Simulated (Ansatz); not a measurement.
# BaH2: the cost of one run

Method: DFT PBEsol, scalar-relativistic, plane waves, PAW, in Ansatz 0.2.0.

**1. Starting point**

It takes space group P6_3/mmc (No. 194, hexagonal). Conventional cell: a = 4.462 Å, b = 4.462 Å, c = 6.055 Å, α = 90.00°, β = 90.00°, γ = 120.00°. Ba (site symmetry -6m2) has 11 H at 2.58 to 3.03 Å as nearest neighbours. Around H (site symmetry -6m2) lie 3 Ba at 2.58 Å. H (site symmetry -3m) has 6 Ba at 2.99 Å and 8 H at 2.99 to 3.03 Å as nearest neighbours.

Coordinates:

```
CELL_PARAMETERS angstrom
4.46203 0.00000 0.00000
-2.23101 3.86423 0.00000
0.00000 0.00000 6.05529
ATOMIC_POSITIONS crystal
Ba 0.66667 0.33333 0.75000
Ba 0.33333 0.66667 0.25000
H 0.33333 0.66667 0.75000
H 0.66667 0.33333 0.25000
H 0.00000 0.00000 0.50000
H 0.00000 0.00000 0.00000
```

It goes back to an entry of the Materials Project, which need not be the stable form.

**2. Relaxing at 13 GPa**

What is minimised here is the enthalpy; the energy can go up as the cell is squeezed.

Input file input.yaml:

```yaml
crystal:
  lattice:
    - [4.4620250523, 0.0, 0.0]
    - [-2.2310125262, 3.8642270477, 0.0]
    - [0.0, 0.0, 6.05529259]
  atoms:
    - { symbol: Ba, position: [0.66666667, 0.33333333, 0.75] }
    - { symbol: Ba, position: [0.33333333, 0.66666667, 0.25] }
    - { symbol: H, position: [0.33333333, 0.66666667, 0.75] }
    - { symbol: H, position: [0.66666667, 0.33333333, 0.25] }
    - { symbol: H, position: [0.0, 0.0, 0.5] }
    - { symbol: H, position: [0.0, 0.0, 0.0] }
basis:
  ecutwfc: 420
kpoints:
  mp_grid: { grid: [6, 6, 4] }
hamiltonian:
  xc: pbesol
scf:
  occupations: { method: gaussian, width: 0.1 }
output:
  forces: true
  stress: true
  eigenvalues: true
relax:
  adjacent_minimum: "off"
  f_tol: 0.05
  max_steps: 60
  cell: { stress_tol: 0.3, p_target: 13.0 }
```

On the command line:

```sh
ansatz run input.yaml --threads 4 --pin off --max-ram 10240MiB --backend cpu --events-out ev --progress --plain --runs-dir out
```

**Question.** How long does this run take on 4 threads of Arm Neoverse V1, shared host, and how much memory does it need?

About 5.2 s, with a peak of 0.41 GiB.
